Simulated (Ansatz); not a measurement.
Born–Oppenheimer molecular dynamics of a periodic cell of 16 atoms, WC (start crystal WC, start structure P-6m2, volume 1 times the crystal's). It starts from an unrelaxed structure (largest force component 0.06 eV/Å).

The calculation used DFT PBE, scalar-relativistic, plane waves, PAW in Ansatz 0.2.0. Settings: accuracy low, PAW set soft_1, cutoff 420 eV, k mesh 2x2x2, fermi-dirac smearing 0.36 eV, no spin polarisation.

- ensemble: NVT, Langevin thermostat
- time step: 1 fs
- steps asked: 360
- set temperature: 300 K
- friction: 0.02 /fs
- temperature schedule: 360 steps to 4200 K
- seed: 822701

Frames 20 fs apart, positions in Å, forces in eV/Å.

Velocities at 20 fs (Å/ps):

```
W -0.65 0.80 0.06
C -5.56 4.18 9.80
W -0.45 -1.96 -0.55
C -0.40 -8.36 -0.79
W 0.06 -0.42 1.02
C 6.61 -0.92 0.93
W -0.33 -1.31 0.72
C 7.08 3.93 0.53
W -0.56 1.16 -2.68
C 2.75 -2.04 -4.29
W 0.56 -0.71 -0.62
C -3.14 -4.10 -0.70
W -0.57 0.27 -0.07
C 0.21 -0.58 -3.34
W -0.29 -2.01 -2.31
C -2.29 -5.95 1.15
```

```xyz
16
Lattice="-2.9166 -5.0517 0.0000 4.3749 -2.5258 0.0000 0.0000 0.0000 5.6789" Properties=species:S:1:pos:R:3:forces:R:3 time_fs=20 energy_less_start_eV=0.426 T=265
W 0.006 -5.040 -0.002 -0.47 -0.07 0.17
C 1.486 -4.239 1.430 -0.97 0.58 -0.09
W -0.003 -5.082 2.848 -0.25 0.82 -0.34
C 1.461 -4.214 4.261 0.06 -0.05 0.02
W -1.471 -2.530 0.027 0.04 -0.01 -1.14
C -0.040 -1.670 1.359 0.39 -0.30 0.83
W -1.453 -2.532 2.845 -0.44 -0.21 -0.13
C -0.035 -1.724 4.196 0.73 0.72 0.93
W 1.443 -2.505 -0.010 0.01 -0.70 -0.22
C 2.778 -1.643 1.396 1.83 -0.48 0.23
W 1.462 -2.547 2.846 -0.38 0.27 -0.38
C 2.933 -1.667 4.249 -0.20 -0.41 0.05
W 0.008 -0.006 -0.006 -0.88 0.37 -0.74
C -1.552 -4.188 1.437 1.36 -0.30 -0.41
W 0.002 -0.024 2.788 -0.73 0.48 1.49
C -1.456 -4.182 4.270 -0.09 -0.70 -0.26
16
Lattice="-2.9166 -5.0517 0.0000 4.3749 -2.5258 0.0000 0.0000 0.0000 5.6789" Properties=species:S:1:pos:R:3:forces:R:3 time_fs=40 energy_less_start_eV=0.605 T=366
W -0.009 -5.012 -0.012 0.52 -1.50 0.19
C 1.443 -4.202 1.454 0.40 -0.35 -0.44
W -0.009 -5.106 2.839 0.52 0.53 -0.02
C 1.450 -4.259 4.328 0.09 0.49 -1.12
W -1.461 -2.552 0.037 0.30 0.51 -0.68
C 0.041 -1.774 1.500 -0.66 1.10 -1.40
W -1.456 -2.535 2.863 0.09 -0.71 -0.11
C 0.030 -1.668 4.262 -0.80 -0.49 -0.06
W 1.440 -2.500 -0.047 0.72 -1.09 1.73
C 2.991 -1.643 1.342 -1.16 -0.72 0.90
W 1.474 -2.581 2.840 -0.06 0.61 -0.20
C 2.887 -1.765 4.253 0.63 1.04 -0.31
W 0.004 0.015 -0.031 0.23 -0.87 0.31
C -1.406 -4.241 1.422 -0.93 0.40 0.19
W -0.006 -0.039 2.783 0.57 0.39 1.15
C -1.448 -4.258 4.250 -0.47 0.67 -0.13
16
Lattice="-2.9166 -5.0517 0.0000 4.3749 -2.5258 0.0000 0.0000 0.0000 5.6789" Properties=species:S:1:pos:R:3:forces:R:3 time_fs=60 energy_less_start_eV=0.900 T=594
W -0.024 -5.073 -0.017 0.38 0.00 0.33
C 1.529 -4.216 1.341 -1.39 -0.23 1.19
W -0.032 -5.142 2.852 0.48 2.21 -1.53
C 1.425 -4.166 4.283 0.00 -1.16 -0.52
W -1.452 -2.537 0.043 -0.57 -0.37 -1.11
C -0.021 -1.812 1.412 0.56 1.41 0.18
W -1.455 -2.532 2.910 -0.92 -0.69 -2.75
C -0.100 -1.754 4.241 1.69 1.41 0.41
W 1.435 -2.519 -0.057 0.35 -0.43 1.35
C 2.930 -1.776 1.395 -0.43 1.00 -0.33
W 1.474 -2.591 2.828 -1.25 0.48 -0.82
C 2.884 -1.682 4.170 0.14 -0.48 1.31
W 0.005 0.047 -0.057 -0.50 -1.84 0.61
C -1.482 -4.255 1.388 0.37 0.09 0.44
W -0.033 -0.029 2.789 0.95 -0.50 0.57
C -1.496 -4.179 4.206 0.14 -0.90 0.67
16
Lattice="-2.9166 -5.0517 0.0000 4.3749 -2.5258 0.0000 0.0000 0.0000 5.6789" Properties=species:S:1:pos:R:3:forces:R:3 time_fs=80 energy_less_start_eV=1.726 T=596
W -0.004 -5.123 -0.009 -0.43 1.89 0.79
C 1.484 -4.270 1.458 -0.86 0.00 -0.47
W -0.041 -5.130 2.833 -0.22 1.00 -0.36
C 1.254 -4.184 4.205 2.84 -0.76 1.07
W -1.458 -2.497 0.062 0.08 -0.68 -1.20
C 0.029 -1.613 1.335 -0.82 -1.11 0.82
W -1.472 -2.544 2.957 0.23 -0.23 -2.45
C 0.141 -1.614 4.162 -2.24 -0.54 1.11
W 1.398 -2.532 -0.034 0.98 -0.47 0.25
C 2.787 -1.685 1.379 1.50 -0.81 0.37
W 1.433 -2.620 2.813 0.10 1.99 -0.27
C 2.977 -1.671 4.290 -1.60 -0.70 -1.40
W 0.002 0.067 -0.080 0.05 -2.26 1.97
C -1.467 -4.280 1.390 -0.14 1.17 0.68
W -0.037 -0.022 2.759 0.89 0.50 1.02
C -1.429 -4.250 4.359 -0.36 1.02 -1.94
16
Lattice="-2.9166 -5.0517 0.0000 4.3749 -2.5258 0.0000 0.0000 0.0000 5.6789" Properties=species:S:1:pos:R:3:forces:R:3 time_fs=100 energy_less_start_eV=1.433 T=1242
W -0.004 -5.117 0.008 -1.34 1.25 -1.31
C 1.400 -4.305 1.373 -0.08 1.48 1.20
W -0.043 -5.054 2.837 0.70 -0.66 -0.08
C 1.466 -4.245 4.332 -0.85 0.27 -0.95
W -1.479 -2.456 0.086 0.67 -1.67 -1.93
C -0.091 -1.627 1.430 0.74 -0.48 -0.59
W -1.539 -2.549 2.957 1.79 1.23 -3.24
C 0.013 -1.636 4.159 -0.19 -0.65 1.25
W 1.379 -2.570 -0.018 0.77 1.15 -0.25
C 2.771 -1.624 1.378 1.28 -1.37 0.13
W 1.429 -2.566 2.780 -0.53 0.33 0.99
C 2.895 -1.801 4.149 -0.12 1.29 0.97
W 0.012 0.056 -0.097 -0.54 -1.18 1.50
C -1.439 -4.151 1.444 -0.63 -0.47 -0.91
W 0.018 0.014 2.744 -1.49 -0.09 1.21
C -1.455 -4.217 4.162 -0.19 -0.43 2.01
16
Lattice="-2.9166 -5.0517 0.0000 4.3749 -2.5258 0.0000 0.0000 0.0000 5.6789" Properties=species:S:1:pos:R:3:forces:R:3 time_fs=120 energy_less_start_eV=2.799 T=1260
W -0.006 -5.122 -0.004 -1.08 2.38 -0.29
C 1.295 -4.174 1.504 1.50 -0.29 -1.48
W -0.019 -4.991 2.847 -1.25 -1.41 0.07
C 1.525 -4.114 4.314 -1.86 -0.92 -0.88
W -1.478 -2.442 0.126 -1.25 -1.07 -3.34
C -0.061 -1.719 1.454 -0.06 1.43 0.38
W -1.617 -2.504 2.873 3.52 0.62 0.23
C -0.196 -1.688 4.350 2.49 0.44 -1.75
W 1.345 -2.583 0.026 1.25 1.94 -1.79
C 2.905 -1.754 1.276 -0.52 0.78 1.95
W 1.435 -2.479 2.731 -0.35 0.36 4.05
C 2.831 -1.651 4.276 0.84 -0.36 -1.17
W 0.015 0.039 -0.069 -1.95 -1.38 -0.29
C -1.635 -4.162 1.247 2.81 -0.21 2.91
W 0.059 0.133 2.783 -2.76 -2.89 1.09
C -1.387 -4.197 4.239 -1.35 0.57 0.32
16
Lattice="-2.9166 -5.0517 0.0000 4.3749 -2.5258 0.0000 0.0000 0.0000 5.6789" Properties=species:S:1:pos:R:3:forces:R:3 time_fs=140 energy_less_start_eV=2.862 T=1788
W -0.012 -5.119 -0.072 -0.80 2.47 1.75
C 1.439 -4.162 1.343 -1.82 0.26 0.79
W 0.029 -4.962 2.843 -2.37 -0.85 -1.94
C 1.328 -4.199 4.192 1.92 1.62 1.31
W -1.533 -2.481 0.088 1.41 -0.43 -4.87
C -0.199 -1.535 1.359 2.47 -0.62 0.96
W -1.633 -2.414 2.758 5.08 -0.21 3.04
C 0.098 -1.613 4.220 -2.13 0.32 -0.20
W 1.348 -2.550 0.013 1.48 1.68 -1.61
C 2.960 -1.727 1.349 -1.35 1.39 0.09
W 1.429 -2.413 2.775 -0.17 -0.59 0.87
C 3.022 -1.632 4.203 -2.46 -0.08 0.05
W -0.018 0.043 -0.088 1.06 -0.37 1.65
C -1.344 -4.150 1.459 -1.84 0.23 -1.40
W 0.018 0.226 2.825 0.11 -4.75 -1.42
C -1.420 -4.092 4.197 -0.58 -0.09 0.94
16
Lattice="-2.9166 -5.0517 0.0000 4.3749 -2.5258 0.0000 0.0000 0.0000 5.6789" Properties=species:S:1:pos:R:3:forces:R:3 time_fs=160 energy_less_start_eV=2.696 T=2253
W 0.005 -5.044 -0.139 -3.57 1.90 3.61
C 1.257 -4.191 1.365 2.48 1.34 -0.64
W 0.017 -4.924 2.820 -3.53 0.77 -1.65
C 1.374 -4.173 4.321 0.90 1.58 -2.12
W -1.598 -2.555 -0.048 2.68 3.96 -0.77
C 0.027 -1.611 1.349 -1.50 0.46 0.44
W -1.572 -2.305 2.755 2.44 -1.58 -0.01
C -0.070 -1.472 4.133 0.14 -1.12 0.95
W 1.395 -2.443 -0.041 -0.06 0.09 0.54
C 2.780 -1.553 1.456 1.13 -0.66 -1.40
W 1.439 -2.423 2.870 -2.07 0.57 -2.14
C 2.837 -1.517 4.136 0.45 -1.34 1.37
W -0.069 0.044 -0.044 0.02 0.80 0.12
C -1.504 -4.052 1.260 -0.36 -1.99 1.99
W -0.054 0.242 2.819 0.68 -2.97 -2.07
C -1.510 -3.946 4.046 0.16 -1.81 1.77
16
Lattice="-2.9166 -5.0517 0.0000 4.3749 -2.5258 0.0000 0.0000 0.0000 5.6789" Properties=species:S:1:pos:R:3:forces:R:3 time_fs=180 energy_less_start_eV=4.072 T=1561
W 0.045 -4.973 -0.144 -2.89 1.25 2.53
C 1.432 -4.115 1.249 -0.07 0.53 1.40
W -0.060 -4.864 2.753 -0.35 -1.21 -0.78
C 1.323 -3.949 4.149 0.62 -2.72 1.43
W -1.648 -2.635 -0.200 1.95 4.07 5.12
C -0.066 -1.616 1.487 0.94 1.02 -1.08
W -1.498 -2.261 2.781 -1.02 -3.58 -1.10
C -0.380 -1.513 4.438 3.89 0.11 -2.96
W 1.488 -2.332 -0.048 -3.96 -1.73 1.24
C 2.827 -1.593 1.334 0.89 0.72 1.27
W 1.443 -2.451 2.901 -1.50 3.64 -4.55
C 2.846 -1.562 4.243 0.54 0.33 -1.01
W -0.070 0.086 0.011 -0.39 -1.03 -0.34
C -1.580 -4.120 1.371 1.39 0.37 0.42
W -0.100 0.207 2.813 0.86 -2.28 -0.18
C -1.489 -4.217 4.232 -0.91 0.51 -1.42
16
Lattice="-2.9166 -5.0517 0.0000 4.3749 -2.5258 0.0000 0.0000 0.0000 5.6789" Properties=species:S:1:pos:R:3:forces:R:3 time_fs=200 energy_less_start_eV=5.203 T=2008
W 0.020 -4.882 -0.112 -0.77 -0.68 1.33
C 1.631 -4.008 1.326 -2.67 -0.35 0.02
W -0.067 -4.848 2.680 2.56 -2.04 2.67
C 1.561 -4.012 4.264 -3.01 0.28 -2.10
W -1.668 -2.641 -0.263 4.33 4.07 5.08
C -0.001 -1.312 1.417 0.64 -4.18 0.13
W -1.417 -2.334 2.779 -1.96 1.90 -0.41
C -0.130 -1.488 4.228 1.17 -1.46 0.52
W 1.449 -2.362 -0.060 -0.03 0.24 0.76
C 2.972 -1.659 1.447 -2.60 2.87 -1.36
W 1.344 -2.381 2.817 2.66 0.76 -0.96
C 2.966 -1.520 4.260 -2.10 -0.23 -0.50
W -0.073 0.100 -0.006 0.45 0.19 -1.75
C -1.363 -3.830 1.578 -1.63 -4.12 -4.56
W -0.078 0.147 2.812 1.43 0.59 0.63
C -1.563 -4.322 4.173 1.51 2.15 0.51
16
Lattice="-2.9166 -5.0517 0.0000 4.3749 -2.5258 0.0000 0.0000 0.0000 5.6789" Properties=species:S:1:pos:R:3:forces:R:3 time_fs=220 energy_less_start_eV=3.796 T=2365
W -0.036 -4.878 -0.097 2.19 -2.90 -1.35
C 1.317 -4.068 1.341 1.95 0.18 -0.70
W 0.008 -4.872 2.690 -0.30 -2.09 0.99
C 1.389 -4.040 4.128 0.70 -0.33 -0.58
W -1.605 -2.609 -0.271 2.14 5.05 3.87
C 0.048 -1.650 1.243 -3.08 1.15 0.51
W -1.450 -2.471 2.771 -1.66 1.09 -3.03
C 0.016 -1.621 4.145 -1.13 0.63 0.55
W 1.452 -2.419 -0.101 0.03 -0.41 -0.61
C 2.813 -1.504 1.345 1.17 -0.97 -0.12
W 1.321 -2.280 2.689 4.72 -3.95 1.56
C 2.972 -1.566 4.316 -1.01 0.26 -2.73
W -0.050 0.068 -0.087 -0.82 -1.76 -0.56
C -1.510 -4.218 1.032 -0.54 1.85 5.38
W 0.021 0.045 2.804 -1.75 2.06 -2.15
C -1.325 -4.166 4.118 -2.61 0.15 -1.04
16
Lattice="-2.9166 -5.0517 0.0000 4.3749 -2.5258 0.0000 0.0000 0.0000 5.6789" Properties=species:S:1:pos:R:3:forces:R:3 time_fs=240 energy_less_start_eV=4.302 T=1960
W -0.106 -4.966 -0.127 2.43 0.31 -0.31
C 1.516 -4.006 1.361 -1.22 -1.24 -1.32
W 0.095 -4.908 2.686 -0.86 -0.60 -0.47
C 1.571 -4.045 4.090 -2.05 0.03 -0.54
W -1.494 -2.486 -0.291 -2.21 -1.01 2.43
C -0.355 -1.642 1.022 4.89 1.11 3.98
W -1.490 -2.549 2.671 1.10 4.26 -0.33
C -0.083 -1.557 4.258 1.67 -0.90 -3.20
W 1.440 -2.509 -0.132 -0.17 2.65 -1.11
C 2.909 -1.581 1.251 -0.08 0.17 0.13
W 1.415 -2.259 2.639 1.46 -3.27 1.53
C 2.944 -1.427 4.106 -0.34 -2.67 0.06
W -0.001 0.081 -0.177 -0.89 0.84 1.07
C -1.475 -4.125 1.430 0.29 -1.21 -3.53
W 0.103 0.046 2.714 -5.20 -0.32 -1.90
C -1.465 -4.261 3.945 1.18 1.84 3.49
```

Of the whole run (360 fs, mean temperature of the second half 2728 K): The schedule's set-point averaged 3225 K over the second half and the system 2728 K, so it lags behind the ramp. A run of 0.36 ps of so small a system gives no equilibrium averages. Limits of this set-up: coarse k mesh, low accuracy level.

Time of the run: 29 min on 1 thread of Arm Neoverse V2 (shared host), peak memory 0.57 GiB.
